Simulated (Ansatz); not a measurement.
# AlClFH3Si: how energies converge with the basis set

The task here is to estimate one member of a computed series from the others.

Method: one geometry, several basis sets; program: Ansatz 0.2.0, Gaussian basis.

The runs, in order: PBE0-D4/def2-SVP; ωB97M-V/def2-SVP; PBE0-D4/def2-QZVPP; ωB97M-V/def2-QZVPP; the functionals' def2-TZVPP values are taken from earlier runs.

## The geometry

All runs share one geometry, relaxed beforehand with PBE0-D4 in a triple-zeta def2 set.

SMILES `F[SiH2][AlH][Cl]`, 7 atoms, charge 0, spin multiplicity 1.

Atoms are counted from 1 here; the program's logs count them from 0.

Bond lengths: F1–Si2 1.608 Å, Si2–Al3 2.462 Å, Si2–H5 1.490 Å, Si2–H6 1.490 Å, Al3–Cl4 2.098 Å, Al3–H7 1.581 Å. Angles: F1–Si2–Al3 110.8°, F1–Si2–H5 107.5°, F1–Si2–H6 107.5°, Al3–Si2–H5 111.8°, Al3–Si2–H6 111.8°, H5–Si2–H6 107.1°, Si2–Al3–Cl4 118.0°, Si2–Al3–H7 124.5°, Cl4–Al3–H7 117.5°.

Set-up of the first run:

in.yaml

```yaml
crystal:
  periodic: [false, false, false]
  atoms:
    - {symbol: F, position_ang: [-1.958868, 0.911850, -0.011427]}
    - {symbol: Si, position_ang: [-0.387909, 0.946872, 0.329326]}
    - {symbol: Al, position_ang: [0.703406, -1.149896, -0.360634]}
    - {symbol: Cl, position_ang: [-0.483081, -2.630822, -1.255296]}
    - {symbol: H, position_ang: [0.196236, 2.129160, -0.365156]}
    - {symbol: H, position_ang: [-0.251103, 1.185829, 1.794082]}
    - {symbol: H, position_ang: [2.242520, -1.461094, -0.176494]}
basis:
  gaussian: {orbitals: def2-SVP}
hamiltonian: {xc: pbe0, dispersion: d4}
output: {orbitals: {seedname: orbitals}}
```

Run with:

```console
> ansatz run in.yaml --threads 2 --pin off --events-out ev --progress --plain --max-ram 4352MiB
```

Among the steps run: PBE0-D4 in def2-SVP; ωB97M-V in def2-SVP; PBE0-D4 in def2-QZVPP; ωB97M-V in def2-QZVPP.

One table of the session follows, with a row left open; its other results are not shown here.

It belongs to the step «Functionals by basis». 

```
functional       basis  HOMO (eV)  LUMO (eV)
   PBE0-D4    def2-SVP      -7.79      -2.08
   PBE0-D4  def2-TZVPP      -7.85      -2.14
   PBE0-D4  def2-QZVPP          ?          ?
   ωB97M-V    def2-SVP      -9.75      -0.33
   ωB97M-V  def2-TZVPP      -9.85      -0.45
   ωB97M-V  def2-QZVPP      -9.88      -0.54
```

Q: Estimate the row for PBE0-D4, def2-QZVPP from the others.

As computed: HOMO (eV): -7.87; LUMO (eV): -2.17. In the column «HOMO (eV)» it lies between ωB97M-V, def2-SVP (-9.75) and PBE0-D4, def2-TZVPP (-7.85).
